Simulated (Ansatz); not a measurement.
# CH5Ga: the cost of one run

The runs use Ansatz 0.2.0, Gaussian basis; PBE0-D4/def2-TZVP structures, single points in def2-TZVPP, no counterpoise correction.

Levels: SPW92, PBE-D4, BLYP-D4, r2SCAN-D4, B97M-V, PBE0-D4, B3LYP-D4, r2SCAN0-D4, BHLYP-D4, CAM-B3LYP-D4, wB97X-V, wB97M-V, B2PLYP, PBE-QIDH, RPA on PBE, Hartree-Fock, MP2, CCSD, CCSD(T).

Cores are frozen in the correlated methods. Filled d shells of the heavier atoms are correlated. B3LYP uses VWN-RPA correlation. B2PLYP carries no dispersion term here.

94 further runs of the same task are left out: 94 set aside as unsound or not needed.

## 1. Where the work starts

The complex: 11 atoms, charge 0, spin multiplicity 1.

Atoms are counted from 1 here; the program's logs count them from 0.

Bond lengths: Ga1–C2 1.974 Å, Ga1–H3 1.574 Å, Ga1–H4 1.575 Å, C2–H7 1.091 Å, C2–H8 1.091 Å, C2–H9 1.095 Å, H5–As6 1.533 Å, As6–H10 1.520 Å, As6–H11 1.521 Å. Angles: C2–Ga1–H3 120.2°, C2–Ga1–H4 120.1°, H3–Ga1–H4 119.0°, Ga1–C2–H7 112.3°, Ga1–C2–H8 112.0°, Ga1–C2–H9 108.2°, H7–C2–H8 109.2°, H7–C2–H9 107.5°, H8–C2–H9 107.4°, H5–As6–H10 92.4°, H5–As6–H11 92.7°, H10–As6–H11 92.4°.

Geometry (Å):

```csv
atom,x (Å),y (Å),z (Å)
Ga1,-0.8858,0.5052,0.2861
C2,0.3303,1.6224,-0.7961
H3,-1.9817,-0.3814,-0.4144
H4,-0.9112,0.6543,1.8543
H5,1.0328,-0.8764,0.2374
As6,0.9558,-2.3531,0.6410
H7,1.2506,1.8670,-0.2633
H8,0.5804,1.1514,-1.7482
H9,-0.1804,2.5650,-1.0207
H10,-0.0589,-2.6645,-0.4468
H11,-0.1318,-2.0899,1.6706
```

Its parts: CH₅Ga holds atoms 1, 2, 3, 4, 7, 8, 9; AsH₃ holds atoms 5, 6, 10, 11. Each part counts its atoms afresh in its own runs.

## 2. Relaxing CH₅Ga alone

File relax-a/in.yaml:

```yaml
crystal:
  periodic: [false, false, false]
  atoms:
    - {symbol: Ga, position_ang: [-0.885768, 0.505191, 0.286147]}
    - {symbol: C, position_ang: [0.330348, 1.622362, -0.796051]}
    - {symbol: H, position_ang: [-1.981681, -0.381354, -0.414377]}
    - {symbol: H, position_ang: [-0.911247, 0.654251, 1.854260]}
    - {symbol: H, position_ang: [1.250627, 1.867035, -0.263338]}
    - {symbol: H, position_ang: [0.580355, 1.151434, -1.748186]}
    - {symbol: H, position_ang: [-0.180432, 2.564972, -1.020689]}
basis:
  gaussian: {orbitals: def2-TZVP}
hamiltonian: {xc: pbe0, dispersion: d4}
relax: {f_tol: 0.005, max_steps: 200}
```

On the command line:

```bash
> ansatz run in.yaml --threads 8 --pin off --events-out ev --progress --plain --max-ram 19148MiB
```

**Question.** How long does this run take on 8 threads of Arm Neoverse V1, shared host?

About 3.9 s.
